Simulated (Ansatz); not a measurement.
# ScTeI4: the cost of one run

Method: DFT PBE, scalar-relativistic, plane waves, PAW, in Ansatz 0.2.0.

### Step 1. The system as given

It takes space group Cmmm (No. 65, orthorhombic). Conventional cell: a = 9.308 Å, b = 9.720 Å, c = 4.641 Å, α = 90.00°, β = 90.00°, γ = 90.00°. Around Sc (site symmetry mmm) lie 6 I at 2.71 to 3.00 Å. Te (site symmetry mmm) has 6 I at 2.95 to 3.03 Å as nearest neighbours. Around I (site symmetry m2m) lie 1 Te at 2.95 Å and 2 Sc at 3.00 Å. I (site symmetry 2mm) has 1 Sc at 2.71 Å and 2 Te at 3.03 Å as nearest neighbours.

Coordinates:

```cif
data_structure
_symmetry_space_group_name_H-M 'P 1'
_symmetry_Int_Tables_number 1
_cell_length_a 6.7291
_cell_length_b 6.7291
_cell_length_c 4.6407
_cell_angle_alpha 90.000
_cell_angle_beta 90.000
_cell_angle_gamma 92.482
_cell_volume 209.94
loop_
_atom_site_label
_atom_site_type_symbol
_atom_site_fract_x
_atom_site_fract_y
_atom_site_fract_z
_atom_site_occupancy
Sc1 Sc 0.50000 0.50000 0.50000 1
Te1 Te 0.00000 0.00000 0.00000 1
I1 I 0.69640 0.30360 0.00000 1
I2 I 0.30360 0.69640 0.00000 1
I3 I 0.20889 0.20889 0.50000 1
I4 I 0.79111 0.79111 0.50000 1
```

The cell is invented: species swapped into a database cell of LiMnF4 (Cmmm, No. 65), with Te on the Li sites, Sc on the Mn sites and I on the F sites. Lengths come from tabulated atomic sizes and are only a guess.

### Step 2. Probe: one point on a coarse mesh

File input.yaml:

```yaml
crystal:
  lattice:
    - [4.65405583, -4.86016465, 0.0]
    - [4.65405583, 4.86016465, 0.0]
    - [0.0, 0.0, 4.64073574]
  atoms:
    - { symbol: Sc, position: [0.5, 0.5, 0.5] }
    - { symbol: Te, position: [0.0, 0.0, 0.0] }
    - { symbol: I, position: [0.69640434, 0.30359566, 0.0] }
    - { symbol: I, position: [0.30359566, 0.69640434, 0.0] }
    - { symbol: I, position: [0.20888689, 0.20888689, 0.5] }
    - { symbol: I, position: [0.79111311, 0.79111311, 0.5] }
basis:
  ecutwfc: 420
kpoints:
  mp_grid: { grid: [4, 4, 4] }
hamiltonian:
  xc: pbe
scf:
  occupations: { method: gaussian, width: 0.1 }
  lower_state_search: "off"
output:
  forces: true
  stress: true
  eigenvalues: true
```

On the command line:

```sh
$ ansatz run input.yaml --threads 1 --pin off --max-ram 2560MiB --backend cpu --events-out ev --progress --plain --runs-dir out
```

**Question.** How long does this run take on 1 thread of AMD EPYC 9R45 (Zen 5), shared host, and how much memory does it need?

About 5.6 s, with a peak of 0.6 GiB.
